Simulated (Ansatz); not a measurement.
# C3H2O: geometry optimisation

The task: find the minimum of C3H2O nearest to the start.

Method: RKS r2SCAN0-D4/def2-SVP; program: Ansatz 0.2.0.

1 further run of the same task is left out (set aside as unsound or not needed).

## 1. Starting geometry

6 atoms, charge 0, spin multiplicity 1.

Atoms are counted from 1 here; the program's logs count them from 0.

Bond lengths: C1–C2 1.363 Å, C1–C4 1.363 Å, C2–O3 1.529 Å, C2–H5 1.100 Å, O3–C4 1.529 Å, C4–H6 1.100 Å. Angles: C2–C1–C4 117.7°, C1–C2–O3 71.5°, C1–C2–H5 129.9°, O3–C2–H5 117.2°, C2–O3–C4 99.5°, C1–C4–O3 71.4°, C1–C4–H6 129.8°, O3–C4–H6 117.2°.

As a file:

```mol
C3H2O
  3D, bonds by distance, orders not assigned

  6  6  0  0  0  0  0  0  0  0999 V2000
    0.2749    0.6758    0.2787 C   0  0
    0.7655    0.1563   -0.8822 C   0  0
   -0.3002   -0.7939   -0.3363 O   0  0
   -0.6932   -0.0304    0.9289 C   0  0
    1.7549   -0.2703   -1.1014 H   0  0
   -1.7599    0.1986    1.0661 H   0  0
  1  2  8  0
  1  4  8  0
  2  3  8  0
  2  5  8  0
  3  4  8  0
  4  6  8  0
M  END
```

## 2. Relaxation

input.yaml reads:

```yaml
crystal:
  periodic: [false, false, false]
  atoms:
    - { symbol: C, position_ang: [0.274919, 0.675826, 0.27865] }
    - { symbol: C, position_ang: [0.765451, 0.156291, -0.882211] }
    - { symbol: O, position_ang: [-0.300153, -0.793943, -0.336289] }
    - { symbol: C, position_ang: [-0.693154, -0.030447, 0.928917] }
    - { symbol: H, position_ang: [1.754947, -0.270329, -1.10135] }
    - { symbol: H, position_ang: [-1.75991, 0.198603, 1.066083] }
basis:
  gaussian: { orbitals: def2-SVP }
hamiltonian:
  xc: { name: r2SCAN0 }
  dispersion: d4
output:
  forces: true
relax:
  f_tol: 0.003
  max_steps: 120
```

Command:

```console
> ansatz run input.yaml --threads 1 --pin off --max-ram 2560MiB --backend cpu --events-out ev --progress --plain --runs-dir out
```

Q: Predict the outcome of this session. Wanted: energy gained; root mean square move; dipole moment.

**Answer**, as computed:

| quantity | value |
| --- | --- |
| energy gained | 0.0474 eV |
| root mean square move | 0.017 Å |
| dipole moment | 0.92 D |

In words: Bond lengths: C1–C2 1.339 Å, C1–C4 1.340 Å, C2–O3 1.515 Å, C2–H5 1.085 Å, O3–C4 1.516 Å, C4–H6 1.085 Å. Angles: C2–C1–C4 119.7°, C1–C2–O3 70.3°, C1–C2–H5 131.2°, O3–C2–H5 118.0°, C2–O3–C4 99.7°, C1–C4–O3 70.3°, C1–C4–H6 131.1°, O3–C4–H6 118.0°. No frequencies were computed here.
